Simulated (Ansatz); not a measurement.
# SnGe31: the cost of one run

Computed with Ansatz 0.2.0 (DFT PBEsol, scalar-relativistic, plane waves, PAW, unless a step's input says otherwise).

That is the level of the relaxation; later steps name their own.

2 further runs of the same task are left out: 2 set aside as unsound or not needed.

## 1. Starting point

It takes space group I-43m (No. 217, cubic). Conventional cell: a = 11.408 Å, b = 11.408 Å, c = 11.408 Å, α = 90.00°, β = 90.00°, γ = 90.00°. Sn (site symmetry -43m) has 4 Ge at 2.60 Å as nearest neighbours. Around Ge (site symmetry m) lie 4 Ge at 2.45 to 2.47 Å. Around Ge (site symmetry -42m) lie 4 Ge at 2.46 Å. Ge (site symmetry 3m) is surrounded by 3 Ge at 2.45 Å and 1 Sn at 2.60 Å. Ge (site symmetry m) is surrounded by 4 Ge at 2.46 to 2.47 Å.

As a file:

```xyz
32
Lattice="5.7038 -5.7038 5.7038 5.7038 5.7038 -5.7038 -5.7038 5.7038 5.7038" Properties=species:S:1:pos:R:3 pbc="T T T"
Sn    5.7038    2.8519   -2.8519
Ge    5.7005   -0.0222    0.0222
Ge    5.7038   -2.8519    2.8519
Ge    2.8297    5.7260   -2.8553
Ge   -0.0034    0.0222   -0.0222
Ge    2.8297    2.8486    0.0222
Ge    2.8741    0.0222    2.8553
Ge    5.7038    2.8519    2.8519
Ge    2.8741   -2.8486    5.7260
Ge    0.0034    5.6817   -0.0222
Ge    0.0000    2.8519    2.8519
Ge    2.8741    5.6817    2.8486
Ge    0.0034    0.0222    5.7260
Ge    2.8297    2.8553    5.6817
Ge   -2.8741    5.6817    2.8553
Ge   -2.8297    2.8486    5.6817
Ge    1.5003   -1.3517    4.3522
Ge    7.1170    1.4387    1.4256
Ge    1.4263    4.2651   -1.4387
Ge   -1.4132    1.4256    4.2651
Ge    1.4132    1.4256    1.4387
Ge    4.2906    4.2651    1.4256
Ge    4.2906    1.4387    4.2782
Ge   -4.2906    4.2651    4.2782
Ge   -1.4132    4.2782    1.4387
Ge    1.5003    7.0555    1.3517
Ge    1.4132    4.2782    4.2651
Ge    4.2776   -4.2651    4.2651
Ge    1.4263    1.4387    7.1425
Ge    4.2036    4.3522   -4.3522
Ge    4.2036    1.3517   -1.3517
Ge    4.2776   -1.4387    1.4387
```

It is the result of an earlier relaxation at this level (volume 23.20 Å³/atom; gap on the mesh: none (metal)).

## 2. The run at PBEsol

Input file input.yaml:

```yaml
crystal:
  lattice:
    - [5.7038338201, -5.7038338201, 5.7038338201]
    - [5.7038338201, 5.7038338201, -5.7038338201]
    - [-5.7038338201, 5.7038338201, 5.7038338201]
  atoms:
    - { symbol: Sn, position: [0.25, 0.75, 0.0] }
    - { symbol: Ge, position: [0.5016481743, 0.4977616277, 0.0] }
    - { symbol: Ge, position: [0.75, 0.25, 0.0] }
    - { symbol: Ge, position: [-0.0022383723, 0.75, 0.2516481743] }
    - { symbol: Ge, position: [-0.0022383723, 0.0016481743, 0.0] }
    - { symbol: Ge, position: [0.25, 0.4977616277, 0.2516481743] }
    - { symbol: Ge, position: [0.5022383723, 0.2538865467, 0.2522383723] }
    - { symbol: Ge, position: [0.75, 0.75, 0.5] }
    - { symbol: Ge, position: [0.7538865467, 0.0022383723, 0.2522383723] }
    - { symbol: Ge, position: [-0.0016481743, 0.4983518257, 0.4961134533] }
    - { symbol: Ge, position: [0.25, 0.25, 0.5] }
    - { symbol: Ge, position: [0.5016481743, 0.75, 0.7477616277] }
    - { symbol: Ge, position: [0.5022383723, 0.0022383723, 0.5038865467] }
    - { symbol: Ge, position: [0.7461134533, 0.4983518257, 0.7483518257] }
    - { symbol: Ge, position: [-0.0016481743, 0.2461134533, 0.7483518257] }
    - { symbol: Ge, position: [0.25, 0.0016481743, 0.7477616277] }
    - { symbol: Ge, position: [0.5130269686, 0.0130269686, 0.2630269686] }
    - { symbol: Ge, position: [0.7488536996, 0.75, 0.2510896156] }
    - { symbol: Ge, position: [-0.0010896156, 0.4989103844, 0.2477640841] }
    - { symbol: Ge, position: [0.25, 0.0010896156, 0.4988536996] }
    - { symbol: Ge, position: [0.25, 0.2488536996, 0.2510896156] }
    - { symbol: Ge, position: [0.5010896156, 0.75, 0.4988536996] }
    - { symbol: Ge, position: [0.7511463004, 0.5022359159, 0.5011463004] }
    - { symbol: Ge, position: [-0.0010896156, -0.0022359159, 0.7489103844] }
    - { symbol: Ge, position: [0.0022359159, 0.2511463004, 0.5011463004] }
    - { symbol: Ge, position: [0.25, 0.75, 0.7369730314] }
    - { symbol: Ge, position: [0.4977640841, 0.4989103844, 0.7489103844] }
    - { symbol: Ge, position: [0.7488536996, 0.0010896156, 0.0] }
    - { symbol: Ge, position: [0.7511463004, 0.2511463004, 0.7522359159] }
    - { symbol: Ge, position: [-0.0130269686, 0.75, 0.0] }
    - { symbol: Ge, position: [0.25, 0.4869730314, 0.0] }
    - { symbol: Ge, position: [0.5010896156, 0.2488536996, 0.0] }
basis:
  ecutwfc: 420
kpoints:
  mp_grid: { grid: [6, 6, 6] }
  band_path: { path: [[0.0, 0.0, 0.0], [0.05, 0.0, 0.0]], npoints: 1 }
hamiltonian:
  xc: pbesol
scf:
  occupations: { method: gaussian, width: 0.1 }
  n_extra_bands: 19
output:
  forces: true
  stress: true
  eigenvalues: true
```

Command:

```sh
$ ansatz run input.yaml --threads 8 --pin off --max-ram 22528MiB --backend cpu --events-out ev --progress --plain --runs-dir out
```

Q: Estimate wall time and peak memory on 8 threads of Intel Xeon 6975P-C (Granite Rapids), shared host.

About 33 s, with a peak of 7.2 GiB.
